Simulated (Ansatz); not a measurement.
# AlAsH6O3 (built from SMILES [AsH3].[OH][Al]([OH])[OH]): a reaction path by the nudged elastic band

What path joins these two structures, and how high does it climb? Both ends were relaxed at PBE0-D4 in triple zeta.

Computed with Ansatz 0.2.0, Gaussian basis. Level: PBE0-D4/def2-SVP.

22 further runs of the same task are left out: 22 set aside as unsound or not needed.

### 1 The starting structure

The first end: 11 atoms, charge 0, spin multiplicity 1.

Atoms are counted from 1 here; the program's logs count them from 0.

Bond lengths: Al1–O2 1.690 Å, Al1–O3 1.695 Å, Al1–O4 1.693 Å, O2–H7 0.956 Å, O3–H8 0.955 Å, O4–H9 0.955 Å, H5–As6 1.533 Å, As6–H10 1.518 Å, As6–H11 1.520 Å. Angles: O2–Al1–O3 118.2°, O2–Al1–O4 116.0°, O3–Al1–O4 125.5°, Al1–O2–H7 120.9°, Al1–O3–H8 124.2°, Al1–O4–H9 123.2°, H5–As6–H10 91.0°, H5–As6–H11 90.9°, H10–As6–H11 93.3°.

As a file:

```
Al    0.6364   -1.0638    0.0419
O     1.2266   -1.1241   -1.5402
O     1.6368   -0.4145    1.2463
O    -0.8659   -1.7986    0.3032
H    -0.3418    1.0316   -0.8901
As   -1.2235    1.6395    0.2062
H     2.0930   -0.7830   -1.7546
H     1.3773   -0.3076    2.1586
H    -1.2874   -1.8369    1.1588
H    -2.4305    1.6136   -0.7144
H    -0.8210    3.0437   -0.2158
```

The second end:

```mol
AlAsH6O3
  3D, bonds by distance, orders not assigned

 11 10  0  0  0  0  0  0  0  0999 V2000
    0.0009   -0.3657    0.4872 Al  0  0
    0.7466   -0.3576   -1.3483 O   0  0
    1.6261   -0.2046    1.0464 O   0  0
   -0.7473   -1.8719    0.7683 O   0  0
    0.4865    0.4231   -1.8520 H   0  0
   -1.4221    1.6386    0.4967 As  0  0
    1.6890   -0.2751   -1.1256 H   0  0
    1.9357   -0.5828    1.8665 H   0  0
   -1.6933   -1.9964    0.7537 H   0  0
   -2.1905    1.1648   -0.7356 H   0  0
   -0.4316    2.4276   -0.3572 H   0  0
  1  2  8  0
  1  3  8  0
  1  4  8  0
  1  6  8  0
  2  5  8  0
  2  7  8  0
  3  8  8  0
  4  9  8  0
  6 10  8  0
  6 11  8  0
M  END
```

### 2 The band at PBE0-D4/def2-SVP

neb/in.yaml

```yaml
crystal:
  periodic: [false, false, false]
  atoms:
    - {symbol: Al, position_ang: [0.636410, -1.063804, 0.041873]}
    - {symbol: O, position_ang: [1.226615, -1.124083, -1.540157]}
    - {symbol: O, position_ang: [1.636811, -0.414471, 1.246284]}
    - {symbol: O, position_ang: [-0.865863, -1.798643, 0.303232]}
    - {symbol: H, position_ang: [-0.341821, 1.031632, -0.890057]}
    - {symbol: As, position_ang: [-1.223504, 1.639491, 0.206185]}
    - {symbol: H, position_ang: [2.093014, -0.782971, -1.754584]}
    - {symbol: H, position_ang: [1.377252, -0.307559, 2.158615]}
    - {symbol: H, position_ang: [-1.287406, -1.836917, 1.158805]}
    - {symbol: H, position_ang: [-2.430534, 1.613648, -0.714434]}
    - {symbol: H, position_ang: [-0.820974, 3.043677, -0.215762]}
basis:
  gaussian: {orbitals: def2-SVP}
hamiltonian: {xc: pbe0, dispersion: d4}
neb:
  images: 5
  climbing: true
  max_iterations: 40
  initial_path: idpp
  final_atoms:
    - {symbol: Al, position_ang: [0.000937, -0.365670, 0.487198]}
    - {symbol: O, position_ang: [0.746606, -0.357602, -1.348314]}
    - {symbol: O, position_ang: [1.626093, -0.204648, 1.046375]}
    - {symbol: O, position_ang: [-0.747269, -1.871933, 0.768306]}
    - {symbol: H, position_ang: [0.486464, 0.423099, -1.852006]}
    - {symbol: As, position_ang: [-1.422133, 1.638572, 0.496739]}
    - {symbol: H, position_ang: [1.689012, -0.275075, -1.125637]}
    - {symbol: H, position_ang: [1.935668, -0.582780, 1.866470]}
    - {symbol: H, position_ang: [-1.693327, -1.996387, 0.753702]}
    - {symbol: H, position_ang: [-2.190474, 1.164815, -0.735596]}
    - {symbol: H, position_ang: [-0.431577, 2.427609, -0.357237]}
```

Launch:

```console
$ ansatz run in.yaml --threads 8 --pin off --events-out ev --progress --plain --max-ram 19148MiB
```

What it wrote, shortened:

```text
Functional definition: PBE0
  name "PBE0"
  cite "Adamo & Barone, J. Chem. Phys. 110, 6158 (1999) doi:10.1063/1.478522"
  cite "Perdew, Burke & Ernzerhof, Phys. Rev. Lett. 77, 3865 (1996) doi:10.1103/PhysRevLett.77.3865"
  parent pbe
[...]
1248 factors; integrals over basis functions are off by at most 3.4e-4 eV
[...]
mean field -73649.49944196 eV, -2706.5691830683 hartree, gradient 4.3e-5 eV, S^2 0.000000; 0 other end points of the search recorded, 0 dependent functions left out
[...]
reference -73649.49947203 eV, -2706.5691841732 hartree; 38, 38 occupied and 84, 84 virtual orbitals, 1248 factors
[... from here to the last solve, the lines of the solves are left out (131 solves) ...]
WARN: NEB end point (image 0): max|allowed force component| = 1.975e-1 eV/Å (the criterion of neb.relax_end_points is 1.000e-2). That is over neb.f_tol: it is no minimum, so the barrier can be far off. Relax it first
WARN: NEB end point (image 6): max|allowed force component| = 2.124e-1 eV/Å (the criterion of neb.relax_end_points is 1.000e-2). That is over neb.f_tol: it is no minimum, so the barrier can be far off. Relax it first
NEB iter   1: max|band force component| = 3.449e0 eV/Å  barrier→ = 2.3455 eV  barrier← = 2.7008 eV  Δτ_max = 0.2000 Å  (188 SCF iters)
[...]
NEB iter   6: max|band force component| = 5.099e-1 eV/Å  barrier→ = 0.5228 eV  barrier← = 0.8781 eV  CI = image 3  Δτ_max = 0.0856 Å  (142 SCF iters)
[...]
NEB iter  11: max|band force component| = 4.934e-2 eV/Å  barrier→ = 0.5851 eV  barrier← = 0.9404 eV  CI = image 3  Δτ_max = 0.0509 Å  (143 SCF iters)
[...]
NEB iter  16: max|band force component| = 4.496e-2 eV/Å  barrier→ = 0.5807 eV  barrier← = 0.9360 eV  CI = image 3  Δτ_max = 0.0253 Å  (30 SCF iters)
[...]
NEB iter  21: max|band force component| = 8.660e-2 eV/Å  barrier→ = 0.5770 eV  barrier← = 0.9324 eV  CI = image 3  Δτ_max = 0.0127 Å  (141 SCF iters)
[...]
NEB iter  22: max|band force component| = 4.549e-2 eV/Å  barrier→ = 0.5768 eV  barrier← = 0.9321 eV  CI = image 3  CI's point: of a kind that is not told: the force calls were inconclusive, a negative curvature could not be distinguished from the path's own, the only one lies far off the [...]
Total energy: -73649.11615182 eV, -2706.5550974156 hartree
Atom 0 at     0.322315    -0.712886     0.230186 Å, force     0.011080     0.001632     0.006700 eV/Å
Atom 1 at     0.614630    -0.333290    -1.510299 Å, force    -0.007164    -0.006084    -0.003859 eV/Å
Atom 2 at     1.711614    -0.308494     1.131127 Å, force    -0.009270    -0.004876     0.002976 eV/Å
Atom 3 at    -0.727573    -2.028307     0.464349 Å, force    -0.008549     0.013255    -0.005916 eV/Å
Atom 4 at    -0.149196     0.657012    -1.054215 Å, force     0.002150    -0.006902    -0.005068 eV/Å
Atom 5 at    -1.198817     1.421478     0.244478 Å, force     0.004036     0.002397     0.006419 eV/Å
Atom 6 at     1.497889    -0.049305    -1.780071 Å, force    -0.000337     0.004510     0.001883 eV/Å
Atom 7 at     1.910856    -0.603518     2.019803 Å, force     0.003121     0.004951     0.000395 eV/Å
Atom 8 at    -1.259415    -2.205379     1.239707 Å, force     0.005040    -0.011511    -0.000111 eV/Å
Atom 9 at    -2.239696     1.461428    -0.853504 Å, force     0.001031    -0.000509    -0.001391 eV/Å
Atom 10 at    -0.482608     2.701260    -0.131561 Å, force    -0.001137     0.003138    -0.002028 eV/Å
Dipole moment:     0.174042     0.095972     0.168593 e Å
```

Run time: 6.9 min. Hardware: 8 threads of Intel Xeon at 2.50GHz, shared host.

The last band:

```
image  path (Å)  energy (kcal/mol)  Al1–As6 (Å)  O2–H5 (Å)  Al1–O2 (Å)  H5–As6 (Å)
    0      0.00                0.0         3.29       2.74        1.69        1.53
    1      0.62               -0.2         3.10       2.38        1.70        1.54
    2      1.24                2.8         2.92       1.98        1.72        1.56
    3      1.86               13.3         2.62       1.33        1.81        1.84
    4      2.49               -1.8         2.52       0.99        1.94        2.49
    5      3.11               -7.2         2.47       0.97        1.98        2.95
    6      3.74               -8.2         2.46       0.96        1.98        3.26
```

The highest image, 3:

```
Al    0.3223   -0.7129    0.2302
O     0.6146   -0.3333   -1.5103
O     1.7116   -0.3085    1.1311
O    -0.7276   -2.0283    0.4643
H    -0.1492    0.6570   -1.0542
As   -1.1988    1.4215    0.2445
H     1.4979   -0.0493   -1.7801
H     1.9109   -0.6035    2.0198
H    -1.2594   -2.2054    1.2397
H    -2.2397    1.4614   -0.8535
H    -0.4826    2.7013   -0.1316
```

### 3 What came out

```
                                                                       quantity                                                    value
                                                PBE0-D4/def2-SVP, 22 iterations  highest 13.3 kcal/mol (image 3), last end -8.2 kcal/mol
from earlier runs: barrier over the separately found saddle, CCSD(T)/def2-TZVPP                                            20.9 kcal/mol
```

The highest image lies 13.3 kcal/mol above the first end, and it climbed, so it estimates the saddle. The ends are not quite minima at this level (largest force component 0.21 eV/Å), so the heights are unreliable: relaxing the first end would lower it and raise the barrier above it. The highest image is 7.6 kcal/mol below the CCSD(T) barrier in triple zeta, which comes from separate runs on the saddle.
